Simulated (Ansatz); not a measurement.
# CH3F3Ti: up Jacob's ladder to CCSD(T)

An exercise on one series of results from a longer session: the logs are not shown, and one member is left open.

Program: Ansatz 0.2.0, Gaussian basis. Level of theory: functionals in def2-TZVPP, the program's frozen cores in correlated methods. These are calculated values, not measurements.

Plan: LDA (SPW92), PBE-D4, revPBE-D4, BLYP-D4, r2SCAN-D4, B97M-V, PBE0-D4, B3LYP-D4, r2SCANh-D4, r2SCAN0-D4, HSE06-D4, BHLYP-D4, CAM-B3LYP-D4, LC-ωPBE, ωB97X-V, ωB97M-V, B2PLYP, PBE-QIDH; CCSD(T)/def2-SVP; CCSD(T)/def2-TZVPP; MP2/def2-QZVPP; extrapolation to the limit; RPA on PBE.

## The relaxed structure

An earlier PBE0-D4 in a triple-zeta def2 set relaxation fixed the geometry.

8 atoms, charge 0, spin multiplicity 1.

Atoms are counted from 1 here; the program's logs count them from 0.

Bond lengths: C1–Ti2 2.036 Å, C1–H6 1.094 Å, C1–H7 1.094 Å, C1–H8 1.094 Å, Ti2–F3 1.750 Å, Ti2–F4 1.750 Å, Ti2–F5 1.750 Å. Angles: Ti2–C1–H6 109.1°, Ti2–C1–H7 109.1°, Ti2–C1–H8 109.1°, H6–C1–H7 109.8°, H6–C1–H8 109.8°, H7–C1–H8 109.8°, C1–Ti2–F3 105.8°, C1–Ti2–F4 105.8°, C1–Ti2–F5 105.8°, F3–Ti2–F4 112.9°, F3–Ti2–F5 112.9°, F4–Ti2–F5 112.9°.

Set-up of the first run:

Contents of in.yaml:

```yaml
crystal:
  periodic: [false, false, false]
  atoms:
    - {symbol: C, position_ang: [-0.914706, -0.057978, 0.511517]}
    - {symbol: Ti, position_ang: [0.859808, 0.039435, -0.481815]}
    - {symbol: F, position_ang: [1.875645, -1.192013, 0.234394]}
    - {symbol: F, position_ang: [0.484821, -0.280446, -2.160629]}
    - {symbol: F, position_ang: [1.466132, 1.659253, -0.217395]}
    - {symbol: H, position_ang: [-1.344718, -1.054778, 0.378819]}
    - {symbol: H, position_ang: [-0.740740, 0.132912, 1.574261]}
    - {symbol: H, position_ang: [-1.594044, 0.696616, 0.105047]}
basis:
  gaussian: {orbitals: def2-TZVPP}
hamiltonian: {xc: lda}
output: {orbitals: {seedname: orbitals}}
```

On the command line:

```console
> ansatz run in.yaml --threads 4 --pin off --events-out ev --progress --plain --max-ram 10444MiB
```

Steps of the session up to this table: LDA; PBE-D4 (GGA); revPBE-D4 (GGA); BLYP-D4 (GGA); r2SCAN-D4 (meta-GGA); B97M-V (meta-GGA); PBE0-D4 (hybrid); B3LYP-D4 (hybrid); r2SCANh-D4 (hybrid); r2SCAN0-D4 (hybrid); HSE06-D4 (hybrid); BHLYP-D4 (hybrid); CAM-B3LYP-D4 (range-separated); LC-ωPBE (range-separated); ωB97X-V (range-separated); ωB97M-V (range-separated); B2PLYP (double hybrid); PBE-QIDH (double hybrid).

One of the session's tables, all rows but one given; the rest of the session is left out.

It belongs to the step «Orbital energies across the functionals». 

```
  functional  HOMO (eV)  LUMO (eV)  gap (eV)
 LDA (SPW92)      -7.56      -3.90      3.66
      PBE-D4      -7.38      -3.59      3.79
   revPBE-D4      -7.30      -3.48      3.83
     BLYP-D4      -7.28      -3.52      3.77
   r2SCAN-D4          ?          ?         ?
      B97M-V      -7.82      -3.42      4.40
     PBE0-D4      -8.90      -2.48      6.41
    B3LYP-D4      -8.67      -2.82      5.85
  r2SCANh-D4      -8.28      -3.05      5.23
  r2SCAN0-D4      -9.12      -2.40      6.73
    HSE06-D4      -8.49      -2.87      5.62
    BHLYP-D4     -10.31      -1.21      9.10
CAM-B3LYP-D4     -10.35      -1.33      9.03
     LC-ωPBE     -11.70      -0.06     11.65
     ωB97X-V     -11.34      -0.08     11.26
     ωB97M-V     -11.23      -0.09     11.14
```

Q: Estimate the row for r2SCAN-D4 from the others.

Worked estimate for «HOMO (eV)». Against the share of exact exchange, r2SCANh-D4 (0.1, -8.28), r2SCAN0-D4 (0.25, -9.12) give a slope of -5.60 per unit share; at 0 the line stands at -7.72.

The run gave: HOMO (eV): -7.72; LUMO (eV): -3.47; gap (eV): 4.24. In «HOMO (eV)» the line misses by 0.00.
